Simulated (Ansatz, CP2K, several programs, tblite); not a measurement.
Energy against volume for kesterite Ag2CdSiTe4, at fixed shape and fractional coordinates, computed by several methods (PBE and r2SCAN, where shown, with plane waves in Ansatz); the cell shown is that of r2SCAN. With free coordinates or axes held, a curve is too stiff, and on another method's shape its minimum isn't the method's own volume. Space group I-4 (No. 82), tetragonal; conventional cell a = 6.400 Å, c = 12.353 Å, 31.63 Å³ an atom. Ag has 4 Te at 2.83 Å; Ag has 4 Te at 2.77 Å; Cd has 4 Te at 2.83 Å; Si has 4 Te at 2.54 Å; Te has 1 Si at 2.54 Å and 2 Ag at 2.77–2.83 Å and 1 Cd at 2.83 Å. The structure was generated, not taken from experiment, and needn't be the ground state; spin polarisation is off. Energies count from each curve's lowest point; fits are third-order Birch-Murnaghan.

```
Ag Cd Si Te
1.0
    -3.20015    3.20015    6.17634
     3.20015   -3.20015    6.17634
     3.20015    3.20015   -6.17634
Ag Cd Si Te
2 1 1 4
Direct
  0.00000 0.00000 0.00000
  0.75000 0.25000 0.50000
  0.25000 0.75000 0.50000
  0.50000 0.50000 0.00000
  0.14834 0.60992 0.99223
  0.39008 0.38231 0.53842
  0.61769 0.15611 0.00777
  0.84389 0.85166 0.46158
```

light PBE (260 eV, its own mesh), on the shape of the cell shown:
```tsv
V (Å³/atom)	E (meV/atom)
29.096	36.45
30.361	33.34
31.626	0.00
32.891	3.72
34.156	18.22
35.421	14.68
```
The points scatter about a smooth fit, as a low cutoff and a light mesh can make them, so no fit is quoted.

PBE/SZV (CP2K), on the shape of the cell shown:

| V (Å³/atom) | E (meV/atom) |
| --- | --- |
| 27.831 | 313.39 |
| 29.728 | 158.99 |
| 31.626 | 65.39 |
| 33.523 | 16.31 |
| 35.421 | 0.00 |

The lowest point is an end point, so the minimum isn't bracketed.

Problem. GFN2-xTB (tblite), on the shape of the cell shown, as a cluster of 64 atoms at the zone centre, gives
```tsv
V (Å³/atom)	E (meV/atom)
27.831	191.84
29.728	75.04
31.626	16.85
33.523	0.00
35.421	12.85
```
What equilibrium volume and bulk modulus follow?

Solution. V₀ = 33.54 Å³ an atom and B₀ = 44 GPa.

PBE, on the shape of its own relaxed cell:
```csv
V (Å³/atom),E (meV/atom)
30.463,16.69
31.436,3.88
32.408,0.00
33.380,3.62
34.352,13.52
```
V₀ = 32.40 Å³ an atom and B₀ = 41 GPa.

PBE/DZVP (CP2K), on the shape of the cell shown:

| V (Å³/atom) | E (meV/atom) |
| --- | --- |
| 27.831 | 140.59 |
| 29.728 | 48.61 |
| 31.626 | 6.57 |
| 33.523 | 0.00 |
| 35.421 | 18.68 |

V₀ = 32.98 Å³ an atom and B₀ = 40 GPa.
